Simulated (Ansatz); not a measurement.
# revPBE/def2-SVP run of B3N3H6 (borazine)

What is the electronic atomisation energy of B3N3H6 (borazine) at revPBE/def2-SVP? 

Program for the calculation: Ansatz 0.2.0.

43 further runs of the same task are left out: 1 that didn't finish, 42 set aside as unsound or not needed.

### 1 The structure to begin with

The species is B3N3H6 (12 atoms), meant as a singlet with charge 0. As SMILES, `B1NBNBN1`. Geometry: relaxed at PBE0-D4/def2-TZVP. This is one conformer, not always the lowest.

Bond lengths: B1–N2 1.425 Å, N2–B3 1.425 Å, B3–N4 1.425 Å, N4–B5 1.425 Å, B1–N6 1.425 Å, B5–N6 1.425 Å, B1–H7 1.197 Å, N2–H8 1.006 Å, B3–H9 1.197 Å, N4–H10 1.006 Å, B5–H11 1.197 Å, N6–H12 1.006 Å. Some angles: B1–N2–B3 122.9°, N2–B1–N6 117.1°, N2–B3–N4 117.1°, B3–N4–B5 122.9°, N4–B5–N6 117.1°, B1–N6–B5 122.9°, B1–N2–H8 118.6°, B3–N2–H8 118.6°, N2–B1–H7 121.4°, N6–B1–H7 121.4°.

### 2 The energy at revPBE/def2-SVP

Contents of molecule.yaml:

```yaml
crystal:
  periodic: [false, false, false]
  atoms:
    - symbol: B
      position_ang: [-0.725600, -1.223220, 0.253660]
    - symbol: N
      position_ang: [0.524170, -0.956610, 0.883320]
    - symbol: B
      position_ang: [1.265120, 0.238610, 0.655490]
    - symbol: "N"
      position_ang: [0.704960, 1.188460, -0.246430]
    - symbol: B
      position_ang: [-0.539530, 0.984630, -0.909140]
    - symbol: N
      position_ang: [-1.229160, -0.231820, -0.636840]
    - symbol: H
      position_ang: [-1.326890, -2.236960, 0.463830]
    - symbol: H
      position_ang: [0.899850, -1.642240, 1.516360]
    - symbol: H
      position_ang: [2.313570, 0.436330, 1.198680]
    - symbol: H
      position_ang: [1.210210, 2.040210, -0.423070]
    - symbol: H
      position_ang: [-0.986620, 1.800580, -1.662600]
    - symbol: H
      position_ang: [-2.110080, -0.397960, -1.093280]
basis:
  gaussian:
    orbitals: def2-SVP
hamiltonian:
  xc: {name: revPBE}
accuracy: high
output:
  orbitals: {seedname: orbitals}
```

Run with:

```sh
$ ansatz run molecule.yaml --threads 1 --pin off --max-ram 3480MiB --events-out events.jsonl --progress --plain --runs-dir runs
```

The program printed:

```text
Warning: RAYON_NUM_THREADS=1 ignored (pool sized by the plan → 1); use --threads N
Functional definition: revPBE
  name "revPBE"
  parameter kappa = 1.245
  parameter beta = 0.06672455060314922
  exchange = pbe_x(kappa = kappa, mu = beta*pi^2/3)
  correlation = pbe_c(beta = beta)
2856 factors; integrals over basis functions are off by at most 3.1e-9 eV
mean field evaluation 1: about -6580.9503 eV, gradient 8.5e1 eV
mean field evaluation 2: about -6538.5391 eV, gradient 1.5e2 eV
mean field evaluation 4: about -6596.1722 eV, gradient 2.4e0 eV
mean field evaluation 8: about -6596.1844 eV, gradient 3.3e-2 eV
mean field evaluation 16: about -6596.1844 eV, gradient 5.0e-6 eV
mean field -6596.18441474 eV, -242.4053061874 hartree, gradient 8.5e-8 eV, S^2 0.000000; 0 other end points of the search recorded, 0 dependent functions left out
reference -6596.18441936 eV, -242.4053063571 hartree; 21, 21 occupied and 93, 93 virtual orbitals, 2856 factors
Total energy: -6596.18441936 eV, -242.4053063571 hartree
```

Run time: 11 s. Hardware: 1 thread of Intel Xeon Platinum 8175M at 2.50GHz (Skylake/Cascade Lake), shared host; peak memory 0.4 GiB.

### 3 The B atom, same level

Contents of input.yaml:

```yaml
crystal:
  periodic: [false, false, false]
  atoms:
    - {symbol: B, position_ang: [0.000000, 0.000000, 0.000000]}
basis:
  gaussian:
    orbitals: def2-SVP
magnetization:
  spin_polarized: true
  initial_magnetization: 1
hamiltonian:
  xc: {name: revPBE}
accuracy: high
```

Run the same way, it converges to -24.62435 Eh (log not shown).

### 4 The H atom

Contents of input.yaml:

```yaml
crystal:
  periodic: [false, false, false]
  atoms:
    - symbol: H
      position_ang: [0.000000, 0.000000, 0.000000]
basis:
  gaussian:
    orbitals: def2-SVP
hamiltonian:
  xc: {name: revPBE}
accuracy: high
magnetization:
  spin_polarized: true
  initial_magnetization: 1
```

Run the same way, it converges to -0.50319 Eh (log not shown).

### 5 The N atom, same level

Contents of molecule.yaml:

```yaml
basis:
  gaussian: {orbitals: def2-SVP}
crystal:
  periodic: [false, false, false]
  atoms:
    - {symbol: N, position_ang: [0.000000, 0.000000, 0.000000]}
magnetization: {spin_polarized: true, initial_magnetization: 3}
hamiltonian: {xc: {name: revPBE}}
accuracy: high
```

Run the same way, it converges to -54.52246 Eh (log not shown).

### 6 Summary of results

Level: revPBE/def2-SVP.

| quantity | value |
| --- | --- |
| molecule: total energy | -242.40531 Eh |
| molecule: HOMO energy | -6.70 eV |
| molecule: LUMO energy | -0.32 eV |
| molecule: HOMO–LUMO gap | 6.39 eV |
| B atom: total energy | -24.62435 Eh |
| B atom: ⟨S²⟩ | 0.752 |
| H atom: total energy | -0.50319 Eh |
| H atom: ⟨S²⟩ | 0.750 |
| N atom: total energy | -54.52246 Eh |
| N atom: ⟨S²⟩ | 3.752 |
| electronic atomisation energy | 52.946 eV |

**Reading.** Taking the molecule apart into free atoms costs 52.95 eV (5108 kJ/mol), before zero-point energy and without spin-orbit coupling.
